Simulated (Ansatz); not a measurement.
# C₂H₁₀O₂SSi₂: taking an electron away

Aim: the vertical ionisation energy of C₂H₁₀O₂SSi₂, as cation minus neutral at the neutral's geometry, on several levels, and how well −ε(HOMO) stands in for it.

Method: unrestricted cation, the program's frozen cores in correlated methods; program: Ansatz 0.2.0, Gaussian basis.

Levels to be run: UKS PBE-D4/def2-TZVPP; UKS r2SCAN-D4/def2-TZVPP; UKS PBE0-D4/def2-TZVPP; UKS B3LYP-D4/def2-TZVPP; UKS wB97X-V/def2-TZVPP; UKS wB97M-V/def2-TZVPP; UKS B2PLYP/def2-TZVPP; UHF-CCSD(T)/def2-TZVPP; UHF-MP2/def2-QZVPP; extrapolation to the limit; then −ε(HOMO) from the neutral's earlier runs with LDA (SPW92), PBE-D4, revPBE-D4, BLYP-D4, r2SCAN-D4, B97M-V, PBE0-D4, B3LYP-D4, r2SCANh-D4, r2SCAN0-D4, HSE06-D4, BHLYP-D4, CAM-B3LYP-D4, LC-ωPBE, ωB97X-V, ωB97M-V.

### Step 1. The geometry

An earlier PBE0-D4 in a triple-zeta def2 set relaxation fixed the geometry.

SMILES `CO[SiH2]S[SiH2]OC`, 17 atoms, charge 0, spin multiplicity 1.

Atoms are counted from 1 here; the program's logs count them from 0.

Bond lengths: C1–O2 1.410 Å, C1–H8 1.095 Å, C1–H9 1.096 Å, C1–H10 1.091 Å, O2–Si3 1.642 Å, Si3–S4 2.118 Å, Si3–H11 1.489 Å, Si3–H12 1.486 Å, S4–Si5 2.146 Å, Si5–O6 1.633 Å, Si5–H13 1.482 Å, Si5–H14 1.478 Å, O6–C7 1.408 Å, C7–H15 1.095 Å, C7–H16 1.095 Å, C7–H17 1.091 Å. Angles: O2–C1–H8 111.2°, O2–C1–H9 111.7°, O2–C1–H10 108.2°, H8–C1–H9 108.6°, H8–C1–H10 108.5°, H9–C1–H10 108.6°, C1–O2–Si3 123.0°, O2–Si3–S4 108.4°, O2–Si3–H11 108.3°, O2–Si3–H12 112.2°, S4–Si3–H11 112.0°, S4–Si3–H12 107.3°, H11–Si3–H12 108.8°, Si3–S4–Si5 101.2°, S4–Si5–O6 115.0°, S4–Si5–H13 109.9°, S4–Si5–H14 103.1°, O6–Si5–H13 109.8° and more.

### Step 2. Cation, UKS PBE-D4/def2-TZVPP

File in.yaml:

```yaml
crystal:
  periodic: [false, false, false]
  atoms:
    - {symbol: C, position_ang: [-0.702674, -0.151060, 2.226715]}
    - {symbol: O, position_ang: [-0.075801, 0.636690, 1.239905]}
    - {symbol: Si, position_ang: [-0.904400, 1.624132, 0.223574]}
    - {symbol: S, position_ang: [0.401936, 2.231270, -1.328940]}
    - {symbol: Si, position_ang: [1.634272, 0.487629, -1.541188]}
    - {symbol: O, position_ang: [0.843457, -0.864530, -2.003799]}
    - {symbol: C, position_ang: [0.131087, -1.735458, -1.157053]}
    - {symbol: H, position_ang: [-1.051997, 0.465226, 3.061741]}
    - {symbol: H, position_ang: [-1.556580, -0.705674, 1.819827]}
    - {symbol: H, position_ang: [0.028243, -0.866615, 2.606844]}
    - {symbol: H, position_ang: [-2.080340, 0.874861, -0.299094]}
    - {symbol: H, position_ang: [-1.385622, 2.854336, 0.903758]}
    - {symbol: H, position_ang: [2.368450, 0.232814, -0.279354]}
    - {symbol: H, position_ang: [2.537410, 0.849056, -2.654288]}
    - {symbol: H, position_ang: [-0.893609, -1.380509, -1.007758]}
    - {symbol: H, position_ang: [0.613516, -1.834829, -0.178867]}
    - {symbol: H, position_ang: [0.092654, -2.717330, -1.632023]}
basis:
  gaussian: {orbitals: def2-TZVPP}
total_charge: 1
magnetization: {spin_polarized: true, initial_magnetization: 1}
hamiltonian: {xc: pbe, dispersion: d4}
```

Further steps of the session: Cation, UKS r2SCAN-D4/def2-TZVPP; Cation, UKS PBE0-D4/def2-TZVPP; Cation, UKS B3LYP-D4/def2-TZVPP; Cation, UKS wB97X-V/def2-TZVPP; Cation, UKS wB97M-V/def2-TZVPP; Cation, UKS B2PLYP (frozen core)/def2-TZVPP; Cation, UHF-CCSD(T)/def2-TZVPP; Cation, UHF-MP2/def2-QZVPP.

Before running them: what should the planned runs give, taken together? Wanted: ionisation energy, CCSD(T)/CBS; nearest functional by difference; nearest −ε(HOMO); −ε(HOMO) of PBE; T1 of the cation.

**Answer**, as computed:

| quantity | value |
| --- | --- |
| ionisation energy, CCSD(T)/CBS | 9.72 eV |
| nearest functional by difference | ωB97X-V (-0.15 eV) |
| nearest −ε(HOMO) | ωB97M-V (-0.07 eV) |
| −ε(HOMO) of PBE | 6.25 eV |
| T1 of the cation | 0.021 |

Energy differences with functionals land within 0.79 eV of the reference. −ε(HOMO) of PBE misses by 3.5 eV, since self-interaction lifts the level. Among orbital estimates ωB97M-V comes nearest. Hartree-Fock falls 1.17 eV short, as the neutral has more correlation energy than the cation. The cation may have settled in a state other than its lowest; no search over hole states beyond the program's own was made.
